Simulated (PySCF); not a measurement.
# CsH at other levels of theory

Aim: see what other levels and later steps give for CsH.

Method: method and basis as typed in the scripts; program: PySCF 2.14.0.

2 further runs of the same task are left out: 2 that didn't finish.

## (1) The system as given

CsH: 2 atoms, charge 0, spin multiplicity 1.

Bond lengths: Cs1–H2 2.525 Å.

## (2) Base script

input.py reads:

```python
from pyscf import gto, scf, mp

mol = gto.M(
    atom='Cs 0 0 0; H 0 0 2.525',
    basis='crenbl',
    ecp={'Cs': 'crenbl'},
    charge=0,
    spin=0,
    verbose=4,
)
mf = scf.UHF(mol)
mf.kernel()
mp.MP2(mf).kernel()
mf.dip_moment()
print('orbital energies (hartree):', [e[max(0, n-3):n+3].round(4) for e, n in zip(mf.mo_energy, mol.nelec)])
```

On the command line:

```
$ OMP_NUM_THREADS=1 python input.py
```

## (3) SCF alone

Variant 1 changes step after the SCF: mp2 → none.

input.py: that of step 2 with these lines changed.

```diff
@@ -1,2 +1,2 @@
-from pyscf import gto, scf, mp
+from pyscf import gto, scf
 
@@ -12,3 +12,2 @@
 mf.kernel()
-mp.MP2(mf).kernel()
 mf.dip_moment()
```

## (4) M062x (UKS)

Variant 2 changes functional: none (Hartree–Fock) → m062x; SCF type: UHF → UKS; step after the SCF: mp2 → analyze.

input.py: that of step 2 with these lines changed.

```diff
@@ -1,2 +1,2 @@
-from pyscf import gto, scf, mp
+from pyscf import gto, dft
 
@@ -10,5 +10,5 @@
 )
-mf = scf.UHF(mol)
+mf = dft.UKS(mol, xc='m062x')
 mf.kernel()
-mp.MP2(mf).kernel()
+mf.mulliken_pop()
 mf.dip_moment()
```

## (5) Stability test

Variant 3 changes step after the SCF: mp2 → stability.

input.py: that of step 2 with these lines changed.

```diff
@@ -1,2 +1,2 @@
-from pyscf import gto, scf, mp
+from pyscf import gto, scf
 
@@ -12,3 +12,3 @@
 mf.kernel()
-mp.MP2(mf).kernel()
+mf.stability(internal=True, external=True)
 mf.dip_moment()
```

## (6) Hcth407 (UKS)

Variant 4 changes functional: none (Hartree–Fock) → hcth407; SCF type: UHF → UKS; step after the SCF: mp2 → analyze.

input.py: that of step 2 with these lines changed.

```diff
@@ -1,2 +1,2 @@
-from pyscf import gto, scf, mp
+from pyscf import gto, dft
 
@@ -10,5 +10,5 @@
 )
-mf = scf.UHF(mol)
+mf = dft.UKS(mol, xc='hcth407')
 mf.kernel()
-mp.MP2(mf).kernel()
+mf.mulliken_pop()
 mf.dip_moment()
```

Before running it: what results should come out? Wanted: for each run, E(SCF); from base; gap; SCF dipole; after the SCF.

The runs gave:

```csv
run,E(SCF) (hartree),from base (eV),cycles,gap (eV),SCF dipole (D),after the SCF
base,-20.390297,0,9,6.11,9.32,MP2 correlation -3.838 eV
SCF alone,-20.390297,0.0000,9,6.11,9.32,n/a
m062x (UKS),-20.626677,not comparable,9,3.96,8.44,n/a
stability test,-20.390297,0.0000,9,6.11,9.32,stable
hcth407 (UKS),-20.820450,not comparable,11,1.48,7.12,n/a
```

In words: The gap between the frontier levels is 1.5 eV with hcth407 (0 % exact exchange) and 4.0 eV with m062x (54 %): exact exchange opens it. Total energies of different functionals can't be compared with each other; differences within one functional can.
